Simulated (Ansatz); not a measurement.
# InSb2S4Br: forces, levels, charges and fields

One self-consistent run on InSb2S4Br (a crystal from a database, its volume scaled a little), nothing relaxed, to see its forces and stress, its levels, and how its atoms share the electrons.

Computed, not measured: Ansatz 0.2.0, DFT, r2SCAN, no spin polarisation, plane waves, PAW.

### Step 1. The structure

It takes space group C2/m (No. 12, monoclinic). Conventional cell: a = 20.365 Å, b = 3.903 Å, c = 11.769 Å, α = 90.00°, β = 119.13°, γ = 90.00°. In (site symmetry m) is surrounded by 4 S at 2.58 to 2.63 Å and 2 Br at 2.84 Å. Around Sb (site symmetry m) lie 3 S at 2.50 to 2.60 Å. Around Sb (site symmetry m) lie 3 S at 2.48 to 2.69 Å. S (site symmetry m) has 3 In at 2.58 to 2.61 Å as nearest neighbours. S (site symmetry m) has 1 Sb at 2.48 Å as nearest neighbours. S (site symmetry m) is surrounded by 3 Sb at 2.50 to 2.69 Å. Only part of the 8 independent sites is listed.

Coordinates:

```xyz
16
Lattice="0.0000 3.9030 0.0000 10.1825 -1.9515 0.0000 -4.4536 1.9515 -10.2801" Properties=species:S:1:pos:R:3 pbc="T T T"
In   -0.8409    1.9515   -4.4593
In    6.5698    1.9515   -5.8208
Sb    2.1914    0.0000   -2.2298
Sb    3.5375    3.9030   -8.0504
Sb   -0.8355    3.9030   -9.2833
Sb    6.5644    0.0000   -0.9968
S    -2.1249    1.9515   -6.7006
S     7.8538    1.9515   -3.5795
S     1.2997    1.9515   -8.9283
S     4.4292    1.9515   -1.3518
S    -2.5321    1.9515  -10.0262
S     8.2610    1.9515   -0.2539
S     0.4703    1.9515   -2.1814
S     5.2586    1.9515   -8.0987
Br    0.9458    3.9030   -5.4970
Br    4.7831    0.0000   -4.7831
```

The run starts from a saved solution of this cell (checkpoint.read), perhaps found on another mesh.

### Step 2. The calculation

input.yaml

```yaml
crystal:
  lattice:
    - [0.0, 3.903029, 0.0]
    - [10.182495, -1.951515, 0.0]
    - [-4.453612, 1.951515, -10.280106]
  atoms:
    - { symbol: In, position: [0.33668, 0.10714, 0.43378] }
    - { symbol: In, position: [0.66332, 0.89286, 0.56622] }
    - { symbol: Sb, position: [0.04659, 0.31008, 0.2169] }
    - { symbol: Sb, position: [0.95341, 0.68992, 0.7831] }
    - { symbol: Sb, position: [0.70494, 0.31292, 0.90304] }
    - { symbol: Sb, position: [0.29506, 0.68708, 0.09696] }
    - { symbol: S, position: [0.2123, 0.0764, 0.6518] }
    - { symbol: S, position: [0.7877, 0.9236, 0.3482] }
    - { symbol: S, position: [0.3195, 0.5075, 0.8685] }
    - { symbol: S, position: [0.6805, 0.4925, 0.1315] }
    - { symbol: S, position: [0.1013, 0.1779, 0.9753] }
    - { symbol: S, position: [0.8987, 0.8221, 0.0247] }
    - { symbol: S, position: [0.4634, 0.139, 0.2122] }
    - { symbol: S, position: [0.5366, 0.861, 0.7878] }
    - { symbol: Br, position: [0.89602, 0.32676, 0.53472] }
    - { symbol: Br, position: [0.10398, 0.67324, 0.46528] }
  symmetry: { tolerance: 0.0003 }
kpoints:
  mp_grid: { grid: [5, 5, 5], shift: [0, 0, 0] }
magnetization:
  spin_polarized: false
scf:
  occupations: { method: fermi_dirac }
  lower_state_search: "off"
  max_iter: 200
hamiltonian:
  pseudopotentials: { kind: paw }
  xc: r2scan
basis:
  ecutwfc: 500
  fft_grid_basis: typed
output:
  forces: true
  stress: true
  eigenvalues: true
  populations: true
  elf: true
  write_potential: true
  volumetric_format: npy
  dos:
    e_range: [-12, 8]
    de: 0.05
    projected: { site_lists: { Br: [Br], In: [In], S: [S], Sb: [Sb] } }
checkpoint:
  read: saved_state
```

Started as:

```
$ ansatz run input.yaml --threads 1 --pin off --max-ram 2560MiB --backend cpu --events-out ev --progress --plain --runs-dir out
```

What it wrote:

```text
Warning: RAYON_NUM_THREADS=1 ignored (pool sized by the plan → 1); use --threads N
Engine: ansatz 0.2.0, x86_64-unknown-linux-gnu
Pseudopotentials: kind: paw
Pseudopotential: In, paw, valence charge 13, recommended cutoff 500 eV (meta_gga), In.paw.azcp
Pseudopotential: Sb, paw, valence charge 15, recommended cutoff 500 eV (meta_gga), Sb.paw.azcp
Pseudopotential: S, paw, valence charge 6, recommended cutoff 500 eV (meta_gga), S.paw.azcp
Pseudopotential: Br, paw, valence charge 7, recommended cutoff 500 eV (meta_gga), Br.paw.azcp
Functional definition: r2SCAN
  parameter k0 = 0.174
  parameter k1 = 0.065
  parameter a1 = 4.9479
  exchange = r2scan_x(k0 = k0, k1 = k1, a1 = a1)
  correlation = r2scan_c
Crystal: 16 atoms, lattice volume = 408.558 Å³
Basis set: ecut = 500 eV, 10333 PW (Γ), exchange–correlation on 120×320×360 points (64 copies of the dense FFT grid, shifted against one another)
Bands: 90, of which v1, the nominal top of the filled ones, is band 74 counted from 1 (73 counted from 0)
Symmetry: 4 space group operations
Space group: C2/m (ITA 12), of the structure as read, at distance tolerance 2.2e-3 Å
k-points: 39 of 125
Non-local potential: In, projectors of the file, l = 0: 2, l = 1: 2, l = 2: 2, l = 3: 2
Non-local potential: Sb, projectors of the file, l = 0: 2, l = 1: 2, l = 2: 2, l = 3: 2
Non-local potential: S, projectors of the file, l = 0: 2, l = 1: 2, l = 2: 2
Non-local potential: Br, projectors of the file, l = 0: 2, l = 1: 2, l = 2: 2
PAW form: soft (Blöchl's): semilocal exchange-correlation on the pseudo side does not see the compensation charge
PAW frozen core: In, regenerated for the run's functional (the file was generated under x = pbe(κ = 0.804, μ = 0.2195149727645171), c = pbe(β = 0.06672455060314922))
PAW frozen core: Sb, regenerated for the run's functional (the file was generated under x = pbe(κ = 0.804, μ = 0.2195149727645171), c = pbe(β = 0.06672455060314922))
PAW frozen core: S, regenerated for the run's functional (the file was generated under x = pbe(κ = 0.804, μ = 0.2195149727645171), c = pbe(β = 0.06672455060314922))
PAW frozen core: Br, regenerated for the run's functional (the file was generated under x = pbe(κ = 0.804, μ = 0.2195149727645171), c = pbe(β = 0.06672455060314922))
PAW one-centre angular grid: In, 590 points (default); XC on 289 of its mesh's 2783 points in the sphere
PAW one-centre angular grid: Sb, 590 points (default); XC on 160 Gauss nodes
PAW one-centre angular grid: S, 302 points (default); XC on 160 Gauss nodes
PAW one-centre angular grid: Br, 302 points (default); XC on 160 Gauss nodes
Initial density: read from a saved state, or passed on in memory by an earlier SCF of this step, an earlier step, the calling program or the single point that the run made first
Initial wavefunctions: pseudopotential atomic-orbital guess
Functional: x = r2scan, c = r2scan; τ floored in thin density (d = 2e-4 eV/Å³)
iter 1 solved again at ethr=1.21e-6 eV; its pass at ethr=3.10e-3 eV (dr2=1.79e-3 eV) is discarded
SCF iter   1: F=-50060.868678 eV  HF=-50060.866192 eV  |F-HF|=2.49e-3  |Δ(HF+E_count)|=         —  Δρ=5.04e-4  dr2=8.06e-4  dr2_τ=9.79e-4  ethr=1.21e-6  ⟨swp⟩=3.0  Hψ=24806  notcnv=0
preconditioner: auto → Resta (q_TF=auto, 2.304 Å⁻¹)  ε∞=4.1  [insulator: Δε(μ)=1.757 eV  Ē_g=10.928 eV  σ=0.100 eV  W_gap=1.00  n_scr=92 (ndim 8)  ℏωp=19.1 eV  f_vac=0.030  D(μ)=0.00/eV (n_scr^D=0)  ε∞_Penn≈4.1]
SCF iter   2: F=-50060.869114 eV  HF=-50060.868902 eV  |F-HF|=2.12e-4  |Δ(HF+E_count)|=   2.71e-3  Δρ=2.63e-4  dr2=1.80e-4  dr2_τ=6.32e-5  ethr=5.45e-7  ⟨swp⟩=2.0  Hψ=5443  notcnv=0
SCF iter   3: F=-50060.869165 eV  HF=-50060.869163 eV  |F-HF|=2.21e-6  |Δ(HF+E_count)|=   2.60e-4  Δρ=5.19e-5  dr2=2.11e-5  dr2_τ=1.60e-6  ethr=1.22e-7  ⟨swp⟩=2.0  Hψ=5254  notcnv=0
SCF iter   4: F=-50060.869069 eV  HF=-50060.869070 eV  |F-HF|=6.59e-7  |Δ(HF+E_count)|=   9.28e-5  Δρ=2.08e-5  dr2=3.75e-6  dr2_τ=1.88e-7  ethr=1.43e-8  ⟨swp⟩=2.0  Hψ=4635  notcnv=0
SCF iter   5: F=-50060.869071 eV  HF=-50060.869071 eV  |F-HF|=4.97e-8  |Δ(HF+E_count)|=   9.72e-7  Δρ=8.31e-6  dr2=4.73e-7  dr2_τ=6.02e-8  ethr=2.53e-9  ⟨swp⟩=2.1  Hψ=4749  notcnv=0
SCF iter   6: F=-50060.869071 eV  HF=-50060.869071 eV  |F-HF|=2.40e-8  |Δ(HF+E_count)|=   1.76e-7  Δρ=2.41e-6  dr2=2.84e-8  dr2_τ=2.58e-9  ethr=6.76e-11  ⟨swp⟩=12.1  Hψ=26327  notcnv=0
SCF 1 converged in 6 iterations: F = -50060.869071 eV  dr2 = 2.84e-8
SCF converged after 6 iterations
Free energy (F): -50060.869071 eV
Harris-Foulkes:  -50060.869071 eV  (|F-HF|=2.40e-8)
Internal energy: -50060.868958 eV  (E = F + TS)
E sigma→0 (E₀):  -50060.869015 eV
Entropy (-TS):   -0.000113 eV (-0.007 meV/atom)
Fermi energy:    6.809288 eV
--- Per-component energies (eV) ---
  E_band       = -1077.054566
  E_kinetic    = 2420.032791
  E_local      = -12062.420891  (includes V_loc(G=0)·N_el)
  E_nonlocal   = 2555.865593
  E_hartree    = 5116.261025
  E_xc         = -2138.754114
  E_vxc        = -1597.266707  (∫ρ·V_xc dr)
  E_paw        = -36193.994593  (= ΣΔE_a)
  E_vpaw       = -2713.953116  (= ΣTr[D̂ρ^β])
  E_aug_tail   = 0.000020  (compensation charges beyond the density's cutoff)
  E_vtau       = 88.169720  (kinetic-family band-sum trace: ∫τ·v_τ [+ j·A + Jᵃ·Aᵃ] dr)
  E_ewald      = -9760.619508
  E_core_change = 2.760718  (= ΣΔE_core)
  E_smearing   = -0.000113  (= −TS)
  E_closure    = 0.000000  (closes the sum)
  Σ components = -50060.869071   (vs F -50060.869071, Δ=0.00e0)
--- Forces (eV/Å), atoms counted from 1 ---
  atom   1  In    -0.11207377     0.00000000    -0.03129341
  atom   2  In     0.11207377    -0.00000000     0.03129341
  atom   3  Sb    -0.13190003     0.00000000     0.19644236
  atom   4  Sb     0.13190003    -0.00000000    -0.19644236
  atom   5  Sb     0.04557060     0.00000000    -0.19492819
  atom   6  Sb    -0.04557060    -0.00000000     0.19492819
  atom   7  S     -0.06202751    -0.00000000     0.25573827
  atom   8  S      0.06202751     0.00000000    -0.25573827
  atom   9  S     -0.03635132     0.00000000    -0.09052247
  atom  10  S      0.03635132    -0.00000000     0.09052247
  atom  11  S      0.21527250    -0.00000000    -0.07386336
  atom  12  S     -0.21527250     0.00000000     0.07386336
  atom  13  S      0.19836742    -0.00000000    -0.13098968
  atom  14  S     -0.19836742     0.00000000     0.13098968
  atom  15  Br    -0.11498223     0.00000000     0.11906272
  atom  16  Br     0.11498223    -0.00000000    -0.11906272
  max |Σ_I F_I| component: 0.00e0 eV/Å
--- Stress (GPa, compression-positive) ---
       -0.872274       0.000000      -0.309918
        0.000000      -1.001878       0.000000
       -0.309917       0.000000      -0.504337
  P = ⅓ Tr σ = -0.7928 GPa (-7.928 kbar)
--- Band table (eV; the first three rows and the last of 39) ---
  k-point 0: bands = ["-23.9301", "-23.9301", "-23.9220", "-23.9220", "-23.8651", "-23.8651", "-23.8595", "-23.8586", "-23.8511", "-23.8493", "-23.8478", "-23.8467", "-23.8324", "-23.8324", "-23.7883", "-23.7872", "-23.7765", "-23.7750", "-23.7704", "-23.7690", "-9.0544", "-9.0099", "-8.7171", "-8.6063", "-8.5069", "-8.4762", "-8.4508", "-8.4424", "-8.4071", "-8.3717", "-8.3553", "-8.3291", "-8.3217", "-8.0034", "-7.3705", "-7.1150", "-6.7553", "-6.4001", "-6.3210", "-5.4291", "-2.9060", "-2.8201", "-1.7408", "-0.8212", "0.6932", "0.9746", "1.6535", "1.6716", "2.2414", "2.5993", "2.6187", "2.7716", "3.2609", "3.3179", "3.3186", "3.5389", "3.6125", "3.9479", "4.0217", "4.1942", "4.2153", "4.3233", "4.4515", "4.4741", "4.6136", "4.7218", "4.8485", "5.0128", "5.0561", "5.0870", "5.3272", "5.5867", "5.7201", "5.8113", "7.9322", "7.9503", "8.5205", "8.6825", "8.6997", "8.8222", "8.9353", "8.9864", "9.0041", "9.4539", "9.8762", "10.2714", "10.6958", "10.7370", "11.1393", "11.4377"]
  k-point 1: bands = ["-23.9301", "-23.9301", "-23.9220", "-23.9220", "-23.8651", "-23.8651", "-23.8595", "-23.8586", "-23.8511", "-23.8493", "-23.8478", "-23.8467", "-23.8324", "-23.8324", "-23.7883", "-23.7872", "-23.7765", "-23.7750", "-23.7704", "-23.7690", "-9.0543", "-9.0073", "-8.6984", "-8.6029", "-8.5069", "-8.4762", "-8.4544", "-8.4425", "-8.4201", "-8.3717", "-8.3682", "-8.3510", "-8.3217", "-7.9833", "-7.3883", "-7.1063", "-6.7039", "-6.4113", "-6.3131", "-5.4753", "-2.9121", "-2.7978", "-1.7490", "-0.8175", "0.6768", "1.0315", "1.6664", "1.7965", "2.1240", "2.5708", "2.6146", "2.7675", "3.0504", "3.2243", "3.3506", "3.6761", "3.8085", "3.9291", "4.0058", "4.0422", "4.2379", "4.3054", "4.3997", "4.4874", "4.6330", "4.7368", "4.8791", "4.9995", "5.0225", "5.2717", "5.3244", "5.5433", "5.6905", "5.8464", "7.8727", "7.9979", "8.4727", "8.5276", "8.6906", "8.7238", "9.0010", "9.0598", "9.2201", "9.4629", "9.8891", "10.2336", "10.7430", "10.7857", "11.1376", "11.4168"]
  k-point 2: bands = ["-23.9301", "-23.9301", "-23.9220", "-23.9220", "-23.8651", "-23.8651", "-23.8595", "-23.8586", "-23.8511", "-23.8493", "-23.8478", "-23.8467", "-23.8324", "-23.8324", "-23.7883", "-23.7872", "-23.7765", "-23.7750", "-23.7704", "-23.7690", "-9.0541", "-9.0035", "-8.6564", "-8.5842", "-8.5118", "-8.5069", "-8.4762", "-8.4435", "-8.4415", "-8.3865", "-8.3717", "-8.3523", "-8.3217", "-7.9615", "-7.4088", "-7.0922", "-6.6269", "-6.4290", "-6.2928", "-5.5575", "-2.9214", "-2.7626", "-1.7626", "-0.8113", "0.6601", "1.1790", "1.5753", "1.9385", "2.1450", "2.4114", "2.6084", "2.7607", "3.0356", "3.0815", "3.4157", "3.5990", "3.7130", "3.8461", "4.0297", "4.1011", "4.2715", "4.2914", "4.4606", "4.5114", "4.7054", "4.7674", "4.9226", "4.9730", "4.9868", "5.3203", "5.3717", "5.5332", "5.6846", "5.8700", "7.8082", "8.0385", "8.1352", "8.5971", "8.6768", "8.7845", "8.9955", "9.1222", "9.4632", "9.4770", "9.9625", "10.1678", "10.7526", "10.9252", "11.1115", "11.3277"]
  k-point 38: bands = ["-23.9286", "-23.9286", "-23.9187", "-23.9187", "-23.8652", "-23.8652", "-23.8552", "-23.8545", "-23.8527", "-23.8527", "-23.8488", "-23.8483", "-23.8286", "-23.8286", "-23.7867", "-23.7862", "-23.7793", "-23.7789", "-23.7668", "-23.7661", "-9.1081", "-9.0749", "-8.7345", "-8.5939", "-8.4217", "-8.4164", "-8.3702", "-8.3636", "-8.3446", "-8.3444", "-8.2281", "-8.0811", "-7.5329", "-7.1470", "-6.7601", "-6.6263", "-6.4903", "-6.4805", "-5.8012", "-5.4156", "-3.1830", "-2.9231", "-2.5091", "-2.2654", "0.2984", "0.6311", "0.9220", "0.9946", "1.6770", "1.8721", "1.9932", "2.1421", "2.2502", "2.3688", "2.6748", "2.8509", "2.8795", "3.0658", "3.3028", "3.3792", "3.5921", "3.6782", "3.8319", "3.9512", "4.0824", "4.3211", "4.6819", "4.7361", "4.7769", "4.9290", "5.1009", "5.2188", "5.4473", "5.6514", "8.2388", "8.4514", "8.5616", "8.7236", "9.1534", "9.2912", "9.4709", "9.8232", "9.9140", "10.0418", "10.1002", "10.4349", "10.9279", "11.1791", "11.9891", "12.4523"]
--- Löwdin populations: 16 sites ---
  site symbol       q [e]
     0     In     12.4747
     1     In     12.4747
     2     Sb     14.1941
     3     Sb     14.1941
     4     Sb     14.1791
     5     Sb     14.1791
     6      S      6.4219
     7      S      6.4219
     8      S      6.4664
     9      S      6.4664
    10      S      6.3301
    11      S      6.3301
    12      S      6.3335
    13      S      6.3335
    14     Br      7.2523
    15     Br      7.2523
  spilling = 0.004701 (of n_electrons = 148.000000)
```

It took 2.4 min on 1 thread of Intel Xeon Platinum 8559C (Emerald Rapids), shared host; peak memory 2.2 GiB.

### Step 3. Forces and stress

The largest forces, with each atom's nearest neighbour:

| atom | force (eV/Å) | nearest | distance (Å) | direction |
| --- | --- | --- | --- | --- |
| S7 | 0.263 | In1 | 2.58 | towards it |
| S8 | 0.263 | In2 | 2.58 | towards it |
| S13 | 0.238 | Sb3 | 2.60 | (others are as near) |
| S14 | 0.238 | Sb4 | 2.60 | (others are as near) |
| Sb3 | 0.237 | S11 | 2.50 | towards it |
| Sb4 | 0.237 | S12 | 2.50 | towards it |
| S11 | 0.228 | Sb3 | 2.50 | across |
| S12 | 0.228 | Sb4 | 2.50 | across |

Diagonalising the stress gives -1.05, -1.00, -0.33 GPa, so P = -0.79 GPa (positive in compression).

### Step 4. Density of states

Counts of states in windows (eV from the Fermi level; tetrahedra), total and projected:

```
from    to  total  Br p    S p  Sb s  Sb p
-9.0  -8.0   1.88  0.01   0.38  1.03  0.05
-8.0  -7.0   0.85  0.00   0.14  0.45  0.02
-7.0  -6.0   2.76  0.37   1.14  0.02  0.22
-6.0  -5.0   6.06  0.44   3.21  0.06  1.50
-5.0  -4.0  10.55  1.46   5.57  0.11  2.29
-4.0  -3.0  12.78  2.92   6.54  0.22  1.96
-3.0  -2.0  13.70  3.98   7.78  0.24  0.98
-2.0  -1.0  13.90  1.56  10.21  0.86  0.75
-1.0   0.0   0.25  0.01   0.19  0.03  0.01
 0.0   1.0   0.08  0.00   0.01  0.00  0.05
 1.0   2.0   6.85  0.20   1.74  0.08  3.20
 2.0   3.0  11.38  0.29   3.42  0.15  5.29
 3.0   4.0   7.29  0.11   2.25  0.12  3.47
```

On the mesh the valence top lies at -0.91 eV and the conduction bottom at 0.85 eV on this scale.

### Step 5. Atomic charges

Gathered by element (positive charge: electrons given up): Löwdin charges also hold the electrons that the projection spills.

| element | atoms | Löwdin charge (e) |
| --- | --- | --- |
| In | 2 | +0.53 |
| Sb | 4 | +0.80 to +0.82 |
| S | 8 | -0.47 to -0.33 |
| Br | 2 | -0.25 |

The Löwdin projection spills 0.5 % of the electrons and depends on the orbitals chosen; where it disagrees with Bader's partition, neither is an observable.

### Step 6. Real-space fields

Maps in the plane spanned by a and c at height 0.310 along b (axes of the input's cell), one cell: a runs left to right (12 points from zero), c bottom to top (26 points), 80° apart. These are the smooth PAW fields, not the true ones near the nuclei.

Valence density. Ten steps from '0' (0.01 e/Å³) to '9' (17.30 e/Å³), finer at the low end (step k begins (100^(k/10) - 1)/99 of the way up):
```
111112345432
110012479963
210011379974
100001235643
100000112221
000000000000
000000000000
000000000000
000000000111
210000012233
431000013444
442100123422
442100013433
432100001334
211000000112
000000000000
100000000001
221100000112
654211001235
997321001247
897421000136
454210000013
222110000001
111110000001
111111111111
111111122211
```

ELF. Ten even steps from '0' (0.00) to '9' (0.89):
```
445443322233
321123300013
420023410003
420013542234
410001466666
100000025764
000000000000
000000000000
520000025787
974000279999
998300489977
399510489600
499610279920
998510048999
875200003688
110000000011
221001110112
444322222344
123442223443
000333123330
000332101331
323331000133
333320000013
455310011002
466531112112
466643222223
```

Atoms within 0.2 Å of the plane, in fractions of a and c: Sb at (0.05, 0.22), Sb at (0.70, 0.90), Br at (0.90, 0.53).

Along short contacts, where the density is least:

| contact | length (Å) | minimum at (fraction) | density (e/Å³) | ELF |
| --- | --- | --- | --- | --- |
| Sb5–S10 | 2.485 | 0.47 | 0.553 | 0.56 |
| In1–S7 | 2.583 | 0.47 | 0.399 | 0.35 |
| In1–Br15 | 2.842 | 0.45 | 0.251 | 0.18 |

### Step 7. Outcome

| quantity | value |
| --- | --- |
| largest force | 0.263 eV/Å on S |
| pressure | -0.8 GPa |
| formation energy (elements from separate runs) | -0.53 eV/atom |
| gap (mesh) | 1.76 eV, indirect |
| least direct gap | 1.81 eV |

**Reading.** There is a gap of 1.76 eV, with the least direct gap at 1.81 eV; within 0.7 eV of the edges the states project mainly on S p (75 %) below and Sb p (52 %) and S p (21 %) above. Spin-orbit coupling is left out, and with elements this heavy it can move the gap by tenths of an eV. At the density minimum between In and Br (2.84 Å) the ELF is 0.18 and the density 0.25 e/Å³, a closed-shell (ionic or weak) contact. With forces up to 0.26 eV/Å (on S), a relaxation would move the atoms. The pressure of -0.8 GPa says the cell is too large.
